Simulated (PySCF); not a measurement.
# BF₂H₅P₂: electronic excitations and core binding energies

Wanted: the electronic excitations and core binding energies of BF₂H₅P₂ (`[BH3-][P+](F)(F)P`), by calculation.

The runs use PySCF 2.14.0, with density-fitted response routines of our own; the level of theory stands in each step. All values are computed, except where a source is named. Atoms are numbered from 0 throughout.

### 1 The starting structure

10 atoms, charge 0, multiplicity 1; geometry from: GFN2-xTB.

Bonds of the start (Å): B0–P1 1.92, P1–F2 1.61, P1–F3 1.61, P1–P4 2.20, B0–H5 1.19, B0–H6 1.18, B0–H7 1.18, P4–H8 1.40, P4–H9 1.40.

### 2 TDDFT and polarisability: CAM-B3LYP/def2-SVPD

What the job is given:

```
{"job": {"kind": "uv", "xc": "CAM-B3LYP", "basis": "def2-SVPD", "nstates": 8, "ntriplets": 3}, "charge": 0, "multiplicity": 1}
B     -1.346181     0.706715    -0.305104
P      0.055113    -0.322596     0.520649
F      0.331324     0.126729     2.042367
F     -0.426391    -1.803629     0.931611
P      2.112583    -0.774373    -0.102813
H     -0.876472     1.789664    -0.410268
H     -2.245750     0.622681     0.457110
H     -1.518796     0.168845    -1.346756
H      1.635412    -1.081008    -1.378864
H      2.288040     0.571626    -0.430460
```

With the program's defaults for keys left out, this is: TDDFT CAM-B3LYP/def2-SVPD, vertical, gas phase, core orbitals frozen in the response.

On the command line:

```bash
> OMP_NUM_THREADS=1 python probes_run.py task.json out
```

The driver reads the jobs from task.json and runs them one after another.

**Question.** This job is followed by: delta-SCF UKS SCAN, pcX-2 on the ionised atom, pcseg-1 elsewhere, spin-free X2C. Predict these results of the whole session: lowest singlet (CAM-B3LYP/def2-SVPD); brightest single state of those computed; lowest triplet; surface potential, 1st and 99th percentile; P1s binding energies, SCAN/pcX-2; P2p binding energies, SCAN/pcX-2; B1s binding energies, SCAN/pcX-2; F1s binding energies, SCAN/pcX-2.

As calculated:

| quantity | value |
| --- | --- |
| lowest singlet (CAM-B3LYP/def2-SVPD) | 6.07 eV (204 nm), f = 0.003 |
| brightest single state of those computed | state 2, 6.68 eV, f = 0.373 |
| lowest triplet | 5.14 eV |
| surface potential, 1st and 99th percentile | -0.80 V and 1.82 V |
| P1s binding energies, SCAN/pcX-2 | P1 2154.42, P4 2151.40 eV |
| P2p binding energies, SCAN/pcX-2 | P1 140.63, P4 138.19 eV |
| B1s binding energies, SCAN/pcX-2 | B0 193.97 eV |
| F1s binding energies, SCAN/pcX-2 | F2 693.37 eV |

The first singlet state (HOMO→LUMO+1 0.95) lies at 6.07 eV and is weak; of the 8 states computed, the strongest absorption comes from state 2 at 6.68 eV. The lowest triplet lies 0.93 eV below the lowest singlet (triplets in Tamm-Dancoff, singlets in full TDDFT). At CAM-B3LYP/def2-SVPD, counted by nearest atom on the grid, the HOMO lies on P4 37 %; P1 18 %, the LUMO on P4 41 %; P1 25 %. The P1s levels kept as sound span 3.02 eV, from P4 (phosphorus bonded to P, 2 H) up to P1 (phosphorus bonded to B, 2 F, P). The P2p levels kept as sound span 2.44 eV, from P4 (phosphorus bonded to P, 2 H) up to P1 (phosphorus bonded to B, 2 F, P).
